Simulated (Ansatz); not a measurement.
# Al2O3: an axial (c/a) deformation path

One table from this session's results is given with a row withheld; the runs are named, their logs left out.

Method: DFT LDA, scalar-relativistic, plane waves, PAW, in Ansatz 0.2.0.

### Starting point

It takes space group P-6m2 (No. 187, hexagonal). The conventional cell has a = 2.884 Å, b = 2.884 Å, c = 9.337 Å, α = 90.00°, β = 90.00°, γ = 120.00°. Al (site symmetry 3m) is surrounded by 6 O at 1.80 to 2.18 Å. O (site symmetry 3m) has 3 Al at 1.80 Å as nearest neighbours. O (site symmetry -6m2) has 6 Al at 2.18 Å as nearest neighbours.

As a file:

```
Al O
1.0
     2.88432    0.00000    0.00000
    -1.44216    2.49790    0.00000
     0.00000    0.00000    9.33675
Al O
2 3
Direct
  0.00000 0.00000 0.14999
  0.00000 0.00000 0.85001
  0.33333 0.66667 0.22232
  0.66667 0.33333 0.00000
  0.33333 0.66667 0.77768
```

The structure comes from the Materials Project (structure only).

Set-up of the first run:

Input file input.yaml:

```yaml
crystal:
  lattice:
    - [2.8843249483, 0.0, 0.0]
    - [-1.4421624742, 2.497898678, 0.0]
    - [0.0, 0.0, 9.33675446]
  atoms:
    - { symbol: Al, position: [0.0, 0.0, 0.14999233] }
    - { symbol: Al, position: [0.0, 0.0, 0.85000767] }
    - { symbol: O, position: [0.33333333, 0.66666667, 0.22231692] }
    - { symbol: O, position: [0.66666667, 0.33333333, 0.0] }
    - { symbol: O, position: [0.33333333, 0.66666667, 0.77768308] }
basis:
  ecutwfc: 420
kpoints:
  mp_grid: { grid: [9, 9, 2] }
hamiltonian:
  xc: lda
scf:
  occupations: { method: gaussian, width: 0.1 }
output:
  forces: true
  stress: true
  eigenvalues: true
```

Run with:

```bash
> ansatz run input.yaml --threads 1 --pin off --max-ram 1228MiB --backend cpu --events-out ev --progress --plain --runs-dir out
```

Steps of the session up to this table: Probe: one point at the start; Zero of the scan; At ρ = 0.850; ρ = 1.200; Point ρ = 0.920; ρ = 1.100; ρ = 0.960; Point ρ = 1.050; At ρ = 0.800; At ρ = 1.300.

One of the session's tables, all rows but one given; the rest of the session is left out.

```
    ρ  ΔE (meV/atom)  pressure (GPa)  gap on the mesh (eV)
0.800          336.1           -14.6                  2.43
0.850          189.6           -13.0                  3.06
0.920           57.9           -10.4                  3.93
0.960           17.4            -8.8                  4.37
1.000            0.0            -7.0                  4.76
1.050            8.3            -4.6                  5.18
1.100              ?               ?                     ?
1.200          206.5             3.1                  4.22
1.300          456.4             8.7                  2.99
```

**Question.** Estimate the row for ρ = 1.100.

Worked estimate for «ΔE (meV/atom)». A straight line through the neighbours (1.050, 8.3) and (1.200, 206.5) gives 8.3 + (206.5 − 8.3) × (1.100 − 1.050) / (1.200 − 1.050) = 74.4; a parabola fitted to 4 rows on both sides gives 51.1.

As computed: ΔE (meV/atom): 47.4; pressure (GPa): -2.1; gap on the mesh (eV): 5.04. In «ΔE (meV/atom)» the line misses by +27.0 and the parabola by +3.7.

Caveats from the session: Layers here are held mostly by dispersion, which this level lacks, so their spacing and the stiffness across them are unreliable there.
